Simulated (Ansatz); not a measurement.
The system is SiAu3.

```xyz
4
Lattice="0.0000 3.2857 3.2857 3.2857 0.0000 3.2857 3.2857 3.2857 0.0000" Properties=species:S:1:pos:R:3 pbc="T T T"
Au    3.2857    3.2857    3.2857
Au    4.9286    4.9286    4.9286
Au    1.6429    1.6429    1.6429
Si    0.0000    0.0000    0.0000
```

The cell comes from a database or a generator and needn't be the stable form of this composition.

* Program: Ansatz 0.2.0
* Task: single point
* Functional: PBE
* Potentials or basis: Ansatz PAW
* Cutoff: 420 eV (not typed: the program's choice for these potentials)
* k mesh: 7 × 7 × 7
* Occupations: fermi-dirac, width 0.05 eV
* Spin: no spin polarisation

On this cell: pressure -1.1 GPa; largest force zero by symmetry; band gap on the k mesh none (metal or under the smearing width).

The same run follows on a disturbed copy (atoms moved at random, drawn with an rms of 0.05 Å):

```
CELL_PARAMETERS angstrom
0.00000 3.28573 3.28573
3.28573 0.00000 3.28573
3.28573 3.28573 0.00000
ATOMIC_POSITIONS crystal
Au 0.51669 0.48958 0.49590
Au 0.74270 0.76361 0.75306
Au 0.26019 0.24497 0.24140
Si 0.00286 0.01777 0.98564
```

**Question.** What changes?

**Answer.** The energy (extrapolated to zero smearing) moves by +6.8 meV/atom; pressure -0.7 GPa; largest force 0.468 eV/Å; band gap on the k mesh none (metal or under the smearing width).

Forces in eV/Å, atoms in the order of the input:
```
Au   0.307 -0.270  0.061
Au  -0.416  0.197 -0.082
Au   0.102  0.091  0.012
Si   0.007 -0.018  0.009
```

Stress tensor (GPa, compression positive):
```
-0.68 -0.22  0.25
-0.22 -0.69 -1.24
 0.25 -1.24 -0.62
```
